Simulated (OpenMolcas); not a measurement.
# Au⁵⁺ among point charges: CASSCF and CASPT2 levels and susceptibility

Aim: the splitting of the states of Au⁵⁺ in the field of 4 point charges, its lowest levels with spin-orbit coupling and its magnetic susceptibility.

The numbers are computed with OpenMolcas 26.06 (state-averaged CASSCF and CASPT2, spin-orbit coupling by RASSI with atomic mean-field integrals), except any that are marked as measured or tabulated.

## (1) The system

- Species: Au⁵⁺ (gold, Z = 79, 74 electrons)
- Basis: ANO-RCC-VDZP [7s6p4d2f], 59 functions
- Scalar Hamiltonian: DKH2, point nucleus
- Inactive shells: 1s 2s 2p 3s 3p 3d 4s 4p 4d 4f 5s 5p
- Active space: 6 electrons in 5 orbitals (5d)
- Some configurations of this space: 5d6
- Orbitals: optimised for each spin and parity, averaged over all roots

The outer shells:

5d6
```
5d [↑↓][↑ ][↑ ][↑ ][↑ ]
```

The ion sits among 4 point charges of -1.25 e arranged as a square (D4h), 1.86 Å from the ion.

Each step is its own input file, run in one work folder so that later steps find the files of earlier ones. Labels, J, g values, rates, χT and fits are worked out afterwards by a script from the matrices that RASSI stores. The input lists half of the charges; inversion (Group=XYZ) makes the rest.

## (2) GATEWAY and SEWARD: basis and integrals

a.inp

```
&GATEWAY
Coord
1

Au 0.0 0.0 0.0
Basis=ANO-RCC-VDZP
Group=XYZ
NoMove
AngMom=0.0 0.0 0.0
AMFI
XField
2 Angstrom 0
1.860000 0.000000 0.000000 -1.250000
0.000000 1.860000 0.000000 -1.250000
&SEWARD
```

Command:

```bash
$ OMP_NUM_THREADS=1 MOLCAS_MEM=1689 MOLCAS_PROJECT=a pymolcas a.inp > a.log
```

## (3) CASSCF: quintets of even parity, 5 roots

a.inp

```
&RASSCF
FileOrb=start.orb
Symmetry=1
Spin=5
nActEl=6 0 0
Inactive=15 19
Ras2=5 0
CIRoot=5 5 1
SDav=5
CIMx=300
Iter=120 100
PrWF=0.3
OrbListing=Nothing
MaxOrb=0
>>> COPY $Project.JobIph JOB001
```

start.orb holds the contracted functions of the basis, ordered by shell, or the orbitals of the step before.

## (4) Reference wave functions, triplets of even parity, 45 roots

a.inp

```
&RASSCF
FileOrb=start.orb
Symmetry=1
Spin=3
nActEl=6 0 0
Inactive=15 19
Ras2=5 0
CIRoot=45 45 1
SDav=45
CIMx=300
Iter=120 100
PrWF=0.3
OrbListing=Nothing
MaxOrb=0
>>> COPY $Project.JobIph JOB002
```

## (5) CASSCF: singlets of even parity, 50 roots

a.inp

```
&RASSCF
FileOrb=start.orb
Symmetry=1
Spin=1
nActEl=6 0 0
Inactive=15 19
Ras2=5 0
CIRoot=50 50 1
SDav=50
CIMx=300
Iter=120 100
PrWF=0.3
OrbListing=Nothing
MaxOrb=0
>>> COPY $Project.JobIph JOB003
```

## (6) RASSI: spin-orbit coupling between the states

a.inp

```
&RASSI
NrOfJobIphs=3 5 45 50
1 2 3 4 5
1 2 3 4 5 6 7 8 9 10 11 12 13 14 15 16 17 18 19 20 21 22 23 24 25 26 27
28 29 30 31 32 33 34 35 36 37 38 39 40 41 42 43 44 45
1 2 3 4 5 6 7 8 9 10 11 12 13 14 15 16 17 18 19 20 21 22 23 24 25 26 27
28 29 30 31 32 33 34 35 36 37 38 39 40 41 42 43 44 45 46 47 48 49 50
IphNames
JOB001
JOB002
JOB003
EJob
SpinOrbit
DIPRint=1.0
SOCoupling=1000.0
Subsets=2
Property=9
'ANGMOM' 1 'ANGMOM' 2 'ANGMOM' 3 'MLTPL  1' 1 'MLTPL  1' 2 'MLTPL  1' 3
'AMFI' 1 'AMFI' 2 'AMFI' 3
SOProperty=3
'ANGMOM' 1 'ANGMOM' 2 'ANGMOM' 3
```

## (7) CASPT2: IPEA 0.25, imaginary shift 0.1 (closed shells correlated: 5s 5p)

a.inp

```
>>> COPY JOB001 $Project.JobIph
&CASPT2
Multistate=5 1 2 3 4 5
NoMult
Frozen=14 16
IPEA=0.25
Imaginary=0.1
MaxIter=60
WThr=0.0 0.3 0.05
PrWF=0.5
NoMix
>>> COPY JOB002 $Project.JobIph
&CASPT2
Multistate=45 1 2 3 4 5 6 7 8 9 10 11 12 13 14 15 16 17 18 19 20 21 22
23 24 25 26 27 28 29 30 31 32 33 34 35 36 37 38 39 40 41 42 43 44 45
NoMult
Frozen=14 16
IPEA=0.25
Imaginary=0.1
MaxIter=60
WThr=0.0 0.3 0.05
PrWF=0.5
NoMix
>>> COPY JOB003 $Project.JobIph
&CASPT2
Multistate=50 1 2 3 4 5 6 7 8 9 10 11 12 13 14 15 16 17 18 19 20 21 22
23 24 25 26 27 28 29 30 31 32 33 34 35 36 37 38 39 40 41 42 43 44 45 46
47 48 49 50
NoMult
Frozen=14 16
IPEA=0.25
Imaginary=0.1
MaxIter=60
WThr=0.0 0.3 0.05
PrWF=0.5
NoMix
```

(Steps that only read results are left out.)

**Question.** What will these runs give? Wanted: spin-free ground state; first state of the same spin within the active space; lowest level; next level.

As calculated:

| quantity | value |
| --- | --- |
| method | SS-CASPT2, IPEA 0.25, imaginary shift 0.1 (closed shells correlated: 5s 5p) |
| spin-free ground state | 5A1, 1-fold in its orbital part |
| first state of the same spin within the active space | 5E at 2200 cm⁻¹ |
| lowest level | 1-fold A1 |
| next level | 427.4 cm⁻¹ |
| χT at 300 K | 3.43 cm³ K/mol |
| effective moment at 300 K | 5.24 μB |

Cost by method:

| method | time of its own steps | time with the reference |
| --- | --- | --- |
| A. CASSCF | 23 s | 23 s |
| B. SS-CASPT2, IPEA 0.25, imaginary shift 0.1, +5s 5p | 7.6 s | 31 s |

Times are of one thread on a shared host.

The spin-free ground state (5A1) comes to 100 % from free-ion D terms and keeps the highest spin of the shell. χT at 300 K is 3.43, against 3.01 cm³ K/mol for the spin alone, so orbital moment adds to it. An active space of the d shell alone favours high spin; real ions in strong fields can be low spin. The field of point charges can differ much from that of real complexes. With metal d orbitals alone active, the gaps between spin states are rough; where two lie within a few thousand cm-1, their order is open. Point charges carry no covalency, so the field is a model and not that of real ligands.
